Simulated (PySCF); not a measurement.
# InS at other levels of theory

What do other methods print for InS?

The runs use PySCF 2.14.0; method and basis as typed in the scripts.

5 further runs of the same task are left out: 5 that didn't finish.

### 1 The starting structure

InS: 2 atoms, charge 0, spin multiplicity 2.

Bond lengths: In1–S2 2.375 Å.

### 2 The run that the others are compared with

Input file input.py:

```python
from pyscf import gto, dft

mol = gto.M(
    atom='In 0 0 0; S 0 0 2.375',
    basis='lanl2dz',
    ecp={'In': 'lanl2dz', 'S': 'lanl2dz'},
    charge=0,
    spin=1,
    verbose=4,
)
mf = dft.UKS(mol, xc='wb97')
mf.kernel()
g = mf.nuc_grad_method()
g.grid_response = True
g.kernel()
mf.dip_moment()
print('orbital energies (hartree):', [e[max(0, n-3):n+3].round(4) for e, n in zip(mf.mo_energy, mol.nelec)])
```

Run with:

```sh
$ python input.py
```

### 3 B3lyp5

Run 1 changes functional: wb97 → b3lyp5.

input.py: that of step 2 with these lines changed.

```diff
@@ -10,3 +10,3 @@
 )
-mf = dft.UKS(mol, xc='wb97')
+mf = dft.UKS(mol, xc='b3lyp5')
 mf.kernel()
```

### 4 Blyp

Run 2 changes functional: wb97 → blyp.

input.py: that of step 2 with these lines changed.

```diff
@@ -10,3 +10,3 @@
 )
-mf = dft.UKS(mol, xc='wb97')
+mf = dft.UKS(mol, xc='blyp')
 mf.kernel()
```

### 5 Mn15

Run 3 changes functional: wb97 → mn15.

input.py: that of step 2 with these lines changed.

```diff
@@ -10,3 +10,3 @@
 )
-mf = dft.UKS(mol, xc='wb97')
+mf = dft.UKS(mol, xc='mn15')
 mf.kernel()
```

### 6 NEVPT2 (ROHF)

Run 4 changes step after the SCF: gradient → nevpt2; SCF type: UKS → ROHF; functional: wb97 → none (Hartree–Fock); active space: none → 7 electrons in 8 orbitals.

Input file input.py:

```python
from pyscf import gto, scf, mcscf, mrpt

mol = gto.M(
    atom='In 0 0 0; S 0 0 2.375',
    basis='lanl2dz',
    ecp={'In': 'lanl2dz', 'S': 'lanl2dz'},
    charge=0,
    spin=1,
    verbose=4,
)
mf = scf.ROHF(mol)
mf.kernel()
mc = mcscf.CASSCF(mf, 8, 7)
mc.kernel()
mc.analyze()
mrpt.NEVPT(mc).kernel()
mf.dip_moment()
print('orbital energies (hartree):', mf.mo_energy[..., max(0, mol.nelec[1]-3):mol.nelec[0]+3].round(4))
```

**Question.** What will these runs give? Wanted: for each run, E(SCF); from base; gap, α spin; SCF dipole; after the SCF.

The runs gave:

| run | E(SCF) (hartree) | from base (eV) | cycles | gap, α spin (eV) | SCF dipole (D) | after the SCF |
| --- | --- | --- | --- | --- | --- | --- |
| base | -11.959691 | 0 | 11 | 9.14 | 5.15 | n/a |
| b3lyp5 | -11.959838 | not comparable | 10 | 4.48 | 4.67 | n/a |
| blyp | -11.949541 | not comparable | 12 | 3.15 | 4.32 | n/a |
| mn15 | -11.906517 | not comparable | 11 | 5.13 | 4.90 | n/a |
| NEVPT2 (ROHF) | -11.697941 | not comparable | 11 | n/a | 4.99 | NEVPT2 correlation -2.171 eV (from the SCF energy, the CASSCF gain included) |

**Reading.** The α-spin gap between the frontier levels is 3.2 eV with blyp (0 % exact exchange) and 5.1 eV with mn15 (44 %): exact exchange opens it. Total energies of different functionals can't be compared with each other; differences within one functional can. The dearest run is “NEVPT2 (ROHF)”, at 8 s against 2.7 s.
